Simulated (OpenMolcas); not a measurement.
# BBrCl2 (bromodichloroborane): FNO-MP2/ANO-RCC-VDZ (DKH2, RICD fitting, virtual fraction 0.2)

What is the energy change on altering one bond length of BBrCl2 (bromodichloroborane) at FNO-MP2/ANO-RCC-VDZ (DKH2, RICD fitting, virtual fraction 0.2)? 

Program for the calculation: OpenMolcas 26.06.

### Step 1. The system as given

BBrCl2 has 4 atoms, charge 0, and is taken as a singlet. As SMILES, `ClB(Cl)Br`. The coordinates come from a PBE0-D4/def2-TZVP relaxation.

Bond lengths: Cl1–B2 1.735 Å, B2–Cl3 1.735 Å, B2–Br4 1.901 Å. Angles: Cl1–B2–Cl3 120.1°, Cl1–B2–Br4 119.9°, Cl3–B2–Br4 119.9°.

### Step 2. The energy at FNO-MP2/ANO-RCC-VDZ (DKH2, RICD fitting, virtual fraction 0.2)

File job.inp:

```
* BBrCl2 FNO-MP2

&GATEWAY
 Coord
 4
 bohr
 Cl     1.10000958     1.25855760     2.85499823
 B      0.07029781    -0.07199857     0.04176295
 Cl     0.83960532    -3.17322811    -0.69088387
 Br    -1.90503291     1.87290756    -2.24423875
 Basis=ANO-RCC-VDZ
 Group=NoSym
 RICD

&SEWARD

&SCF
 PrOrbitals=1 1

&MBPT2
 FNOMP2=0.2
 DoMP2
 Frozen=20
```

Started as:

```bash
$ export MOLCAS_MEM=1860
$ pymolcas job.inp > job.log
```

The log of the run:

```text
--- Start Module: gateway ---
[...]
--- Stop Module: gateway /rc=_RC_ALL_IS_WELL_ ---
[...]
      Basis functions           57
[...]
--- Start Module: scf ---
[...]
       Convergence after  10 Iterations
[...]
::    Total SCF energy                              -3550.8953931572
[...]
      Total spin, S                                     0.0000000000
[...]
      Total electronic charge=   74.000000
      Total            charge=   -0.000000
[...]
      Dipole Moment (debye):
      Origin of the operator (angstrom)=   -0.2706    0.2650   -0.3342
                   X= -1.0975E-01               Y=  1.0814E-01               Z= -1.2619E-01           Total=  1.9916E-01
      Quadrupole Moment (debye*angstrom):
[...]
--- Stop Module: scf /rc=_RC_ALL_IS_WELL_ ---
[...]
--- Start Module: mbpt2 ---
[...]
WARNING!
Default frozen orbitals as non valence orbitals is overwritten by user input.
Default values:  25
[...]
       Reference weight ( Cref**2 )         =        0.96434
::    Total MBPT2 energy                            -3550.9750993685
[...]
--- Stop Module: mbpt2 /rc=_RC_ALL_IS_WELL_ ---
[...]
```

It took 9.6 s on 1 thread of Intel Xeon Platinum 8488C (Sapphire Rapids), shared host; peak memory 0.24 GiB.

### Step 3. The distorted shape, same level

File job.input:

```
* BBrCl2 FNO-MP2
&GATEWAY
Coord
4
bohr
Cl     2.08769194     0.28608753     3.99801986
B      1.05798018    -1.04446864     1.18478458
Cl     1.82728768    -4.14569818     0.45213776
Br    -1.90503291     1.87290756    -2.24423875
Basis=ANO-RCC-VDZ
Group=NoSym
RICD
&SEWARD
&SCF
PrOrbitals=1 1
&MBPT2
FNOMP2=0.2
DoMP2
Frozen=20
```

Started as:

```bash
$ export MOLCAS_MEM=1860
$ pymolcas job.input > job.log
```

The log of the run:

```text
--- Start Module: gateway ---
[...]
--- Stop Module: gateway /rc=_RC_ALL_IS_WELL_ ---
[...]
      Basis functions           57
[...]
--- Start Module: scf ---
[...]
       Convergence after  13 Iterations
[...]
::    Total SCF energy                              -3550.8031849320
[...]
      Total spin, S                                     0.0000000000
[...]
      Total electronic charge=   74.000000
      Total            charge=   -0.000000
[...]
      Dipole Moment (debye):
      Origin of the operator (angstrom)=   -0.0059    0.0044   -0.0280
                   X=  2.1987E+00               Y= -2.1647E+00               Z=  2.5450E+00           Total=  3.9996E+00
      Quadrupole Moment (debye*angstrom):
[...]
--- Stop Module: scf /rc=_RC_ALL_IS_WELL_ ---
[...]
--- Start Module: mbpt2 ---
[...]
WARNING!
Default frozen orbitals as non valence orbitals is overwritten by user input.
Default values:  25
[...]
       Reference weight ( Cref**2 )         =        0.94572
::    Total MBPT2 energy                            -3550.8973760999
[...]
--- Stop Module: mbpt2 /rc=_RC_ALL_IS_WELL_ ---
[...]
```

It took 7.2 s on 1 thread of Intel Xeon Platinum 8488C (Sapphire Rapids), shared host; peak memory 0.24 GiB.

### Step 4. Summary of results

Level: FNO-MP2/ANO-RCC-VDZ (DKH2, RICD fitting, virtual fraction 0.2), 20 core orbitals frozen.

| quantity | value |
| --- | --- |
| first shape: total energy | -3550.97510 Eh |
| first shape: dipole moment (mean-field density) | 0.20 D |
| first shape: HOMO energy (Hartree–Fock orbitals) | -12.12 eV |
| first shape: LUMO energy (Hartree–Fock orbitals) | 1.40 eV |
| first shape: HOMO–LUMO gap (Hartree–Fock orbitals) | 13.52 eV |
| first shape: correlation energy (20 core orbitals frozen) | -79.7 mEh |
| distorted shape: total energy | -3550.89738 Eh |
| distorted shape: dipole moment (mean-field density) | 4.00 D |
| distorted shape: HOMO energy (Hartree–Fock orbitals) | -10.89 eV |
| distorted shape: LUMO energy (Hartree–Fock orbitals) | -1.02 eV |
| distorted shape: HOMO–LUMO gap (Hartree–Fock orbitals) | 9.87 eV |
| distorted shape: correlation energy (20 core orbitals frozen) | -94.2 mEh |
| energy change with the B2–Br4 bond stretched from 1.901 to 2.852 Å | 2.115 eV |

What this shows: With the B2–Br4 bond stretched from 1.901 to 2.852 Å the energy rises by 2.11 eV (49 kcal/mol). The first shape isn't relaxed at this level, so the change isn't measured from a minimum.
